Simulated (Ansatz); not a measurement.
# GeH2ClO (SMILES [O][GeH2][Cl]): UHF/3-21G

What is the electronic atomisation energy of GeH2ClO at UHF/3-21G? 

The calculation is run with Ansatz 0.2.0.

74 further runs of the same task are left out: 1 that didn't finish, 73 set aside as unsound or not needed.

### 1 The molecule

The species is GeH2ClO (5 atoms), meant as a doublet with charge 0. SMILES: `[O][GeH2][Cl]`. The shape is that of a PBE0-D4/def2-TZVP optimisation.

Bond lengths: O1–Ge2 1.781 Å, Ge2–Cl3 2.144 Å, Ge2–H4 1.531 Å, Ge2–H5 1.531 Å. Angles: O1–Ge2–Cl3 110.8°, O1–Ge2–H4 106.5°, O1–Ge2–H5 106.5°, Cl3–Ge2–H4 108.2°, Cl3–Ge2–H5 108.2°, H4–Ge2–H5 116.7°.

### 2 A single-point energy at UHF/3-21G

input.yaml

```yaml
crystal:
  periodic: [false, false, false]
  atoms:
    - {symbol: O, position_ang: [-0.272400, -0.591800, 1.625500]}
    - {symbol: Ge, position_ang: [0.123700, -0.081200, -0.034500]}
    - {symbol: Cl, position_ang: [-1.347100, 1.290100, -0.778900]}
    - {symbol: H, position_ang: [0.081000, -1.343800, -0.899000]}
    - {symbol: H, position_ang: [1.464600, 0.653000, 0.045400]}
basis:
  gaussian:
    orbitals: 3-21G-spherical.json
magnetization:
  spin_polarized: true
  initial_magnetization: 1
hamiltonian:
  xc: hf
accuracy: high
output:
  orbitals: {seedname: orbitals}
```

The basis set 3-21G is read from a file made from the Basis Set Exchange's data (not shown).

Launch:

```bash
ansatz run input.yaml --threads 1 --pin off --max-ram 3480MiB --events-out events.jsonl --progress --plain --runs-dir runs
```

What it wrote:

```text
Warning: RAYON_NUM_THREADS=1 ignored (pool sized by the plan → 1); use --threads N
Functional definition: HF
  name "HF"
  exchange = exact_x
  correlation = 0
883 factors; integrals over basis functions are off by at most 4.6e-9 eV
mean field evaluation 1: about -70693.8998 eV, gradient 3.0e1 eV
mean field evaluation 2: about -70693.9157 eV, gradient 3.0e1 eV
mean field evaluation 4: about -70701.6149 eV, gradient 7.7e0 eV
mean field evaluation 8: about -70702.4480 eV, gradient 2.3e-1 eV
mean field evaluation 16: about -70702.3629 eV, gradient 1.2e0 eV
mean field evaluation 32: about -70702.1370 eV, gradient 3.8e0 eV
mean field evaluation 64: about -70700.6820 eV, gradient 1.6e0 eV
mean field evaluation 96: about -70687.5373 eV, gradient 1.3e1 eV
mean field -70702.44938668 eV, -2598.2670911191 hartree, gradient 3.7e-8 eV, S^2 0.755932; 2 other end points of the search recorded, 0 dependent functions left out
reference -70702.44938668 eV, -2598.2670911191 hartree; 30, 29 occupied and 18, 19 virtual orbitals, 883 factors
Total energy: -70702.44938668 eV, -2598.2670911191 hartree
```

It took 5.4 s on 1 thread of Intel Xeon Platinum 8259CL at 2.50GHz (Skylake/Cascade Lake), shared host; peak memory 0.16 GiB.

### 3 The Cl atom

job.yaml

```yaml
crystal:
  periodic: [false, false, false]
  atoms:
    - symbol: Cl
      position_ang: [0.000000, 0.000000, 0.000000]
basis:
  gaussian:
    orbitals: 3-21G.json
hamiltonian:
  xc: hf
magnetization:
  spin_polarized: true
  initial_magnetization: 1
accuracy: high
```

The basis set 3-21G is read from a file made from the Basis Set Exchange's data (not shown).

Run the same way, it converges to -457.27655 Eh (log not shown).

### 4 The Ge atom

molecule.yaml

```yaml
crystal:
  periodic: [false, false, false]
  atoms:
    - {symbol: Ge, position_ang: [0.000000, 0.000000, 0.000000]}
basis:
  gaussian: {orbitals: 3-21G-spherical.json}
hamiltonian: {xc: hf}
magnetization: {spin_polarized: true, initial_magnetization: 2}
accuracy: high
```

The basis set 3-21G is read from a file made from the Basis Set Exchange's data (not shown).

Launch:

```bash
ansatz run molecule.yaml --threads 1 --pin off --max-ram 3480MiB --events-out events.jsonl --progress --plain --runs-dir runs
```

What it wrote:

```text
Warning: RAYON_NUM_THREADS=1 ignored (pool sized by the plan → 1); use --threads N
[... 4 set-up lines as earlier in the session ...]
183 factors; integrals over basis functions are off by at most 3.5e-9 eV
mean field evaluation 1: about -56199.3435 eV, gradient 2.6e0 eV
mean field evaluation 2: about -56199.3527 eV, gradient 2.6e0 eV
mean field evaluation 4: about -56199.4497 eV, gradient 1.0e-1 eV
mean field evaluation 8: about -56199.4492 eV, gradient 3.8e-4 eV
mean field evaluation 16: about -56199.4492 eV, gradient 3.1e-2 eV
mean field evaluation 32: about -56199.4492 eV, gradient 9.8e-5 eV
mean field -56199.44924806 eV, -2065.2916665113 hartree, gradient 8.5e-8 eV, S^2 2.000285; 1 other end points of the search recorded, 0 dependent functions left out
reference -56199.44924806 eV, -2065.2916665113 hartree; 17, 15 occupied and 5, 7 virtual orbitals, 183 factors
Total energy: -56199.44924806 eV, -2065.2916665113 hartree
```

Wall time 0.32 s (1 thread of Intel Xeon Platinum 8259CL at 2.50GHz (Skylake/Cascade Lake), shared host).

### 5 The H atom at the same level

molecule.yaml

```yaml
crystal:
  periodic: [false, false, false]
  atoms:
    - {symbol: H, position_ang: [0.000000, 0.000000, 0.000000]}
basis:
  gaussian: {orbitals: 3-21G.json}
magnetization: {spin_polarized: true, initial_magnetization: 1}
hamiltonian: {xc: hf}
accuracy: high
```

The basis set 3-21G is read from a file made from the Basis Set Exchange's data (not shown).

Run the same way, it converges to -0.49620 Eh (log not shown).

### 6 The O atom at the same level

input.yaml

```yaml
crystal:
  periodic: [false, false, false]
  atoms:
    - {symbol: O, position_ang: [0.000000, 0.000000, 0.000000]}
basis:
  gaussian: {orbitals: 3-21G.json}
total_charge: 0
hamiltonian: {xc: hf}
magnetization: {spin_polarized: true, initial_magnetization: 2}
accuracy: high
```

The basis set 3-21G is read from a file made from the Basis Set Exchange's data (not shown).

Run the same way, it converges to -74.39366 Eh (log not shown).

### 7 Summary of results

Level: UHF/3-21G.

| quantity | value |
| --- | --- |
| molecule: total energy | -2598.26709 Eh |
| molecule: HOMO energy (highest over α and β) | -12.54 eV |
| molecule: LUMO energy (lowest over α and β) | 2.15 eV |
| molecule: ⟨S²⟩ | 0.756 |
| Cl atom: total energy | -457.27655 Eh |
| Cl atom: ⟨S²⟩ | 0.750 |
| Ge atom: total energy | -2065.29167 Eh |
| Ge atom: ⟨S²⟩ | 2.000 |
| H atom: total energy | -0.49620 Eh |
| H atom: ⟨S²⟩ | 0.750 |
| O atom: total energy | -74.39366 Eh |
| O atom: ⟨S²⟩ | 2.001 |
| electronic atomisation energy | 8.512 eV |

**Reading.** Taking the molecule apart into free atoms costs 8.51 eV (821 kJ/mol), before zero-point energy and without spin-orbit coupling. Hartree–Fock lacks the correlation of the bonding pairs, which as a rule makes this value much too low; in minimal bases other errors can mask that. The basis has no polarisation functions, which makes bonds too weak.
